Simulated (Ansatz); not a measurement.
# CHGeP (quintet): the correlation ladder, cc-pVTZ

The task here is to estimate one member of a computed series from the others.

The runs use Ansatz 0.2.0, Gaussian basis; cc-pVTZ, core rule «outside noble gas», up to 20 orbitals frozen.

To be run: UHF; CCSD(T) on ROHF; CCSD(T) on UHF; BCCD(T) on ROHF; CCSDT(Q) on ROHF; CCSDT(Q) on UHF; CASSCF and NEVPT2, 14 electrons in 13 orbitals.

6 further runs of the same task are left out: 6 set aside as unsound or not needed. Runs told in other sessions of the task aren't counted.

### What is computed

The geometry is a PBE0/def2-TZVP stationary point (not a proven minimum) of the parent state, kept for this charge and spin. No spin-orbit coupling is included. The filled d shell of Ge may be among the frozen orbitals whatever the setting's name suggests.

4 atoms, charge 0, spin multiplicity 5.

Atoms are counted from 1 here; the program's logs count them from 0.

Bond lengths: C1–P2 1.549 Å, C1–H4 1.070 Å, P2–Ge3 2.250 Å. Angles: P2–C1–H4 180.0°, C1–P2–Ge3 180.0°.

The first run:

in.yaml reads:

```yaml
crystal:
  periodic: [false, false, false]
  atoms:
    - {symbol: C, position_ang: [0.000000, 0.000000, 1.069273]}
    - {symbol: P, position_ang: [0.000000, 0.000000, -0.479383]}
    - {symbol: Ge, position_ang: [0.000000, 0.000000, -2.729648]}
    - {symbol: H, position_ang: [0.000000, 0.000000, 2.139758]}
basis:
  gaussian: {orbitals: cc-pVTZ}
magnetization: {spin_polarized: true, initial_magnetization: 4}
hamiltonian: {xc: hf}
output: {orbitals: {seedname: orbitals}}
```

Command:

```sh
ansatz run in.yaml --threads 1 --pin off --events-out ev --progress --plain --max-ram 4096MiB --backend cpu
```

Among the steps run: UHF; CCSD(T) on ROHF; CCSD(T) on UHF; BCCD(T) on ROHF; CCSDT(Q) on ROHF; CCSDT(Q) on UHF; CASSCF and NEVPT2, 14 electrons in 13 orbitals.

One table of the session follows, with a row left open; its other results are not shown here.

It belongs to the step «Misses and costs». 

| method | from RCCSDT(Q) (kJ/mol) |
| --- | --- |
| ROHF | +1055.8 |
| UHF | +994.6 |
| RMP2 | +182.1 |
| UMP2 | +204.7 |
| RCCSD | ? |
| UCCSD | +80.8 |
| RCCSD(T) | +30.3 |
| UCCSD(T) | +31.0 |
| BCCD(T) | +30.6 |
| RCCSDT | +13.2 |
| UCCSDT | +12.7 |
| RCCSDT(Q) | 0 |
| UCCSDT(Q) | -0.1 |
| CASSCF valence | +763.5 |
| NEVPT2 valence | +161.9 |

Estimate the missing values for RCCSD.

As computed: from RCCSDT(Q) (kJ/mol): +83.5. In the column «from RCCSDT(Q) (kJ/mol)» it lies between UCCSD (+80.8) and NEVPT2 valence (+161.9).

The program flags RCCSDT(Q) as in doubt (see the logs), so the zero of the table is itself unsure.

Limits of these values: The report flags that the cluster equations may have other roots. The program flags RCCSDT(Q) as in doubt, so the zero of the table is itself unsure. Restricted and unrestricted rows rest on different reference determinants; a gap between their highest levels can come from leftover correlation error, from unlike frozen cores or from another state.
